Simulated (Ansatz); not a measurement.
# C₆H₁₅FO₃Zr: small, medium and large basis sets

An exercise on one series of results from a longer session: the logs are not shown, and one member is left open.

Computed with Ansatz 0.2.0, Gaussian basis. Level: one geometry, several basis sets.

Levels to be run: PBE0-D4/def2-SVP; ωB97M-V/def2-SVP; PBE0-D4/def2-QZVPP; ωB97M-V/def2-QZVPP; the functionals' def2-TZVPP values are taken from earlier runs.

## Structure used throughout

An earlier PBE0-D4 in a triple-zeta def2 set relaxation fixed the geometry. Zr takes the def2 core potential; no spin-orbit term is included.

26 atoms, charge 0, spin multiplicity 1.

Atoms are counted from 1 here; the program's logs count them from 0.

Bond lengths: C1–C2 1.514 Å, C1–H12 1.093 Å, C1–H13 1.093 Å, C1–H14 1.093 Å, C2–O3 1.393 Å, C2–H15 1.098 Å, C2–H16 1.097 Å, O3–Zr4 1.920 Å, Zr4–F5 1.932 Å, Zr4–O6 1.919 Å, Zr4–O9 1.918 Å, O6–C7 1.393 Å, C7–C8 1.513 Å, C7–H17 1.097 Å, C7–H18 1.097 Å, C8–H19 1.093 Å, C8–H20 1.093 Å, C8–H21 1.092 Å and more. Angles: C2–C1–H12 110.6°, C2–C1–H13 110.6°, C2–C1–H14 110.6°, H12–C1–H13 108.3°, H12–C1–H14 108.4°, H13–C1–H14 108.3°, C1–C2–O3 111.6°, C1–C2–H15 110.1°, C1–C2–H16 110.1°, O3–C2–H15 109.1°, O3–C2–H16 108.9°, H15–C2–H16 107.0°, C2–O3–Zr4 165.5°, O3–Zr4–F5 109.7°, O3–Zr4–O6 109.6°, O3–Zr4–O9 108.7°, F5–Zr4–O6 109.8°, F5–Zr4–O9 109.6° and more.

The first run:

in.yaml reads:

```yaml
crystal:
  periodic: [false, false, false]
  atoms:
    - {symbol: C, position_ang: [-0.232932, -3.112053, 0.936698]}
    - {symbol: C, position_ang: [-1.336061, -2.368509, 1.658823]}
    - {symbol: O, position_ang: [-1.060894, -1.006050, 1.751929]}
    - {symbol: Zr, position_ang: [-0.348161, 0.764558, 1.543471]}
    - {symbol: F, position_ang: [-0.466408, 1.716883, 3.220387]}
    - {symbol: O, position_ang: [-1.338488, 1.701461, 0.192588]}
    - {symbol: C, position_ang: [-1.989652, 2.167487, -0.947533]}
    - {symbol: C, position_ang: [-1.560912, 1.408169, -2.184398]}
    - {symbol: O, position_ang: [1.488126, 0.628450, 1.007538]}
    - {symbol: C, position_ang: [2.714459, 0.478334, 0.363926]}
    - {symbol: C, position_ang: [2.603518, 0.756085, -1.119446]}
    - {symbol: H, position_ang: [-0.461760, -4.179325, 0.880187]}
    - {symbol: H, position_ang: [-0.114770, -2.732482, -0.081397]}
    - {symbol: H, position_ang: [0.718193, -2.990996, 1.460498]}
    - {symbol: H, position_ang: [-2.289930, -2.506503, 1.133690]}
    - {symbol: H, position_ang: [-1.464032, -2.774336, 2.670044]}
    - {symbol: H, position_ang: [-3.073366, 2.072525, -0.804392]}
    - {symbol: H, position_ang: [-1.773734, 3.236409, -1.068616]}
    - {symbol: H, position_ang: [-2.079852, 1.788621, -3.067936]}
    - {symbol: H, position_ang: [-1.792935, 0.345145, -2.082157]}
    - {symbol: H, position_ang: [-0.485523, 1.512426, -2.346174]}
    - {symbol: H, position_ang: [3.441148, 1.160856, 0.821693]}
    - {symbol: H, position_ang: [3.082498, -0.542441, 0.529121]}
    - {symbol: H, position_ang: [1.900045, 0.064177, -1.589175]}
    - {symbol: H, position_ang: [2.251841, 1.775656, -1.293826]}
    - {symbol: H, position_ang: [3.575483, 0.639557, -1.605545]}
basis:
  gaussian: {orbitals: def2-SVP}
hamiltonian: {xc: pbe0, dispersion: d4}
output: {orbitals: {seedname: orbitals}}
```

Started as:

```console
$ ansatz run in.yaml --threads 11 --pin off --events-out ev --progress --plain --max-ram 174080MiB --backend cpu
```

Steps of the session up to this table: PBE0-D4 in def2-SVP; ωB97M-V in def2-SVP; PBE0-D4 in def2-QZVPP; ωB97M-V in def2-QZVPP.

One table of the session follows, with a row left open; its other results are not shown here.

It belongs to the step «Density functionals: the series». 

```
functional       basis  HOMO (eV)  LUMO (eV)
   PBE0-D4    def2-SVP      -7.68       0.31
   PBE0-D4  def2-TZVPP      -7.76       0.10
   PBE0-D4  def2-QZVPP      -7.78      -0.01
   ωB97M-V    def2-SVP          ?          ?
   ωB97M-V  def2-TZVPP     -10.11       1.07
   ωB97M-V  def2-QZVPP     -10.12       0.86
```

**Question.** Estimate the row for ωB97M-V, def2-SVP.

The run gave: HOMO (eV): -10.02; LUMO (eV): 1.38. In the column «HOMO (eV)» it lies between ωB97M-V, def2-TZVPP (-10.11) and PBE0-D4, def2-QZVPP (-7.78).
